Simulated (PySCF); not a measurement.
# C4HF3N2Se: the cost of one run

Computed with PySCF 2.14.0, with density-fitted response routines of our own, on a single molecule, in the gas phase or a continuum. Atoms are numbered from 0 throughout.

### 1 The molecule as given

11 atoms, charge 0, multiplicity 1; geometry from: GFN2-xTB. The atoms were then displaced at random by about 0.01 Å, so the start is not that level's minimum.

Bonds of the start (Å): F0–C1 1.34, C1–F2 1.34, C1–C3 1.37, C3–F4 1.35, C3–C5 1.41, C5–C6 1.43, C6–N7 1.30, N7–Se8 1.78, Se8–N9 1.75, N9–C5 1.33, C6–H10 1.07.

### 2 Relaxing the molecule at PBE0-D3(BJ)/def2-SVP

What the job is given:

```
{"job": {"xc": "PBE0", "basis": "def2-SVP", "d3": "d3bj", "grid": 1, "shake": 0.01, "kind": "geom"}, "charge": 0, "multiplicity": 1}
F     -1.795570    -1.665290     1.288340
C     -1.981340    -0.584620     0.517060
F     -3.275860    -0.372930     0.255430
C     -0.943580     0.185120     0.056530
F     -1.298400     1.230020    -0.728190
C      0.430390     0.000120     0.314720
C      1.458700     0.848550    -0.200850
N      2.680400     0.534520     0.130400
Se     2.626160    -0.905810     1.177810
N      0.878750    -0.999090     1.072170
H      1.258470     1.703570    -0.819240
```

Run with:

```sh
$ OMP_NUM_THREADS=1 python probes_run.py task.json out
```

The driver reads the jobs from task.json and runs them one after another.

**Question.** How long does this first job take on 1 thread of Intel Xeon Platinum 8488C, shared host, and how much memory does it need?

About 2 min, with a peak of 0.7 GiB.
